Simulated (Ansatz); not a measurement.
# H2I2Sn: the cost of one run

The runs use Ansatz 0.2.0, Gaussian basis; the settings change from run to run.

## (1) The molecule

An earlier PBE0-D4 in a triple-zeta def2 set relaxation fixed the geometry. I, Sn take a core potential in def2 sets; no spin-orbit term is included.

SMILES `[I][SnH2][I]`, 5 atoms, charge 0, spin multiplicity 1.

Atoms are counted from 1 here; the program's logs count them from 0.

Bond lengths: I1–Sn2 2.672 Å, Sn2–I3 2.672 Å, Sn2–H4 1.700 Å, Sn2–H5 1.700 Å. Angles: I1–Sn2–I3 108.7°, I1–Sn2–H4 108.2°, I1–Sn2–H5 108.2°, I3–Sn2–H4 108.2°, I3–Sn2–H5 108.2°, H4–Sn2–H5 115.1°.

## (2) wB97/def2-TZVPD

This run has a grid of angular degree 23, high accuracy.

File in.yaml:

```yaml
crystal:
  periodic: [false, false, false]
  atoms:
    - {symbol: I, position_ang: [-2.340672, 0.866235, 0.311916]}
    - {symbol: Sn, position_ang: [0.119576, -0.017468, -0.241723]}
    - {symbol: I, position_ang: [1.256371, -0.867852, 2.022080]}
    - {symbol: H, position_ang: [-0.017101, -1.342532, -1.297645]}
    - {symbol: H, position_ang: [1.031625, 1.288017, -0.836130]}
basis:
  gaussian: {orbitals: def2-TZVPD, final_grid: {core_spheres: 8, valence_spheres: 7, degree: 23}}
hamiltonian: {xc: {name: wB97}}
accuracy: high
```

Command:

```sh
$ ansatz run in.yaml --threads 4 --pin off --events-out ev --progress --plain --max-ram 10444MiB
```

**Question.** How long does this run take on 4 threads of Arm Neoverse V2, shared host, and how much memory does it need?

About 6.5 s, with a peak of 1.2 GiB.
